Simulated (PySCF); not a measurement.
# Rb₂: bond curves at several levels of theory

One table from this session's results is given with a row withheld; the runs are named, their logs left out.

Method: Rb def2-TZVPP with ECP28, scalar-relativistic core potentials; program: PySCF 2.14.0.

Set-up of the first run:

A driver script around PySCF takes these settings:

```json
{"atoms": "Rb, Rb", "charge": "0", "basis": "Rb def2-TZVPP with ECP28", "Hamiltonian": "scalar-relativistic core potentials", "basis functions": "80", "electrons treated": "18", "masses in u": "84.9118, 84.9118", "levels": "PBE0, PBE, r²SCAN, B3LYP, TPSS, MN15, HSE06, HF, MP2, SCS-MP2, CCSD, CCSD(T)", "grid": "80 radial by 434 angular points", "occupations": "held fixed by the projection of orbital angular momentum", "dissociation limit": "Rb + Rb, each in its ground configuration", "starting distance in angstrom": "4.120", "values of 2S to try": "0, 2"}
```

The run is started by

```console
OMP_NUM_THREADS=1 python dia.py task.json out
```

Steps of the session up to this table: Set-up; PBE0 along the bond; Excited determinants; PBE; r²SCAN (meta-GGA); B3LYP; TPSS; MN15; HSE06 (range-separated hybrid); RHF; MP2 and coupled cluster.

One of the session's tables, all rows but one given; the rest of the session is left out.

Energy (eV) from each level's lowest point:

```
R (Å)    RHF  RHF-MP2  RHF-SCS-MP2  RHF-CCSD  RHF-CCSD(T)
3.697  0.205    0.092        0.109       n/a          n/a
3.869  0.121    0.039        0.051     0.057        0.056
4.041  0.061    0.009        0.017     0.020        0.020
4.170  0.031    0.000        0.003     0.005        0.006
4.299  0.011    0.000        0.000     0.000        0.000
4.428  0.001    0.008        0.005     0.003        0.002
4.600      ?        ?            ?         ?            ?
4.815  0.015    0.070        0.057     0.048        0.043
5.073  0.052    0.132        0.113     0.098        0.088
5.417  0.121    0.227        0.202       n/a          n/a
```

Q: Estimate the row for R (Å) = 4.600 from the others.

Worked estimate for «RHF». A straight line through the neighbours (4.428, 0.001) and (4.815, 0.015) gives 0.001 + (0.015 − 0.001) × (4.600 − 4.428) / (4.815 − 4.428) = 0.007; a parabola fitted to 4 rows on both sides gives 0.001.

**Answer.** RHF: 0.000; RHF-MP2: 0.030; RHF-SCS-MP2: 0.022; RHF-CCSD: 0.017; RHF-CCSD(T): 0.015. In «RHF» the line misses by +0.007 and the parabola by +0.001.
